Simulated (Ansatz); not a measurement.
This script drives the Ansatz DFT code, driven from Python.

`bcl2f.xyz`
```text
4

F     0.15740   -1.31930   -0.86450
B    -0.00340   -0.09230   -0.05850
Cl   -1.66670    0.40630    0.62210
Cl    1.56820    0.94500    0.28060
```

`freq_bcl2f.py`:
```python
'''Vibrations of BCl2F.'''

import warnings

import ansatz as az
import numpy as np


def main() -> None:
    warnings.simplefilter('ignore', az.DeckWarning)

    mol = az.Crystal.molecule_from_extxyz('bcl2f.xyz')

    setup = mol.calculation().basis(gaussian='def2-SVP').functional('B3LYP', dispersion='d3bj')
    symbols = [site.symbol for site in mol.cartesian_sites]
    start = np.array([site.position_ang for site in mol.cartesian_sites], dtype=float)
    summary = setup.relax(force_tolerance=0.003, max_steps=100).run(threads=1).report
    end = np.array(summary['positions_ang'])

    print('bond        before    after (A)')
    for i, j in [(0, 1), (1, 2), (1, 3)]:
        d0, d1 = (np.linalg.norm(xyz[i] - xyz[j]) for xyz in (start, end))
        print(f'{symbols[i]}{i}-{symbols[j]}{j}'.ljust(10), f'{d0:8.4f} {d1:8.4f}')

    # frequencies need a stationary point, so they are taken at the relaxed geometry
    minimum = az.Crystal.molecule()
    for symbol, xyz in zip(symbols, end):
        minimum = minimum.atom(symbol, xyz.tolist())
    vibrating = (
        minimum.calculation()
        .basis(gaussian='def2-SVP')
        .functional('B3LYP', dispersion='d3bj')
        .phonons(temperatures=(100, 500, 100))
    )
    vib = vibrating.run(threads=1).report['vibrations']
    sums = vib['harmonic_sums']
    modes = [m['omega_inv_cm'] for m in sums['modes_at_gamma'] if m['rigid_motion'] == 'no']
    print('frequencies (1/cm):', ' '.join(f'{w:.0f}' for w in modes))
    print('imaginary modes:', sum(w < 0 for w in modes), ' zero-point energy:', round(sums['zero_point_energy_ev'], 4), 'eV')
    print('T (K)   F_vib (eV)   S_vib (meV/K)   C_vib (meV/K)')
    for row in zip(sums['temperatures_k'], sums['vibrational_free_energy_ev'], vib['entropy_ev_per_k'], vib['heat_capacity_ev_per_k']):
        print(f'{row[0]:6.1f} {row[1]:11.4f} {1000 * row[2]:13.4f} {1000 * row[3]:15.4f}')


if __name__ == '__main__':
    main()
```

It is started by `python freq_bcl2f.py`. How long does it take on 1 thread of Arm Neoverse V2 (shared host), and how much memory does it need?

It took about 28 s, with a peak of 0.2 GiB, for 2 runs of the engine.

```console
$ python freq_bcl2f.py
bond        before    after (A)
F0-B1        1.4768   1.3138
B1-Cl2       1.8650   1.7507
B1-Cl3       1.9133   1.7507
frequencies (1/cm): 267 369 522 559 1008 1348
imaginary modes: 0  zero-point energy: 0.2526 eV
T (K)   F_vib (eV)   S_vib (meV/K)   C_vib (meV/K)
 100.0      0.2523        0.0124          0.0450
 200.0      0.2479        0.0838          0.1727
 300.0      0.2351        0.1725          0.2653
 400.0      0.2135        0.2581          0.3293
 500.0      0.1837        0.3368          0.3745
```

The frequencies are harmonic and unscaled, in a modest basis. The result belongs to the one conformer reached from this start, and soft torsions count as harmonic oscillators. b3lyp holds the VWN-RPA fit, as in Gaussian; the form of ORCA and Turbomole is b3lyp5.

(A comment or docstring line of the script was reworded after the run, the code is as it ran; lines on the test bed's own set-up are left out of the output.)
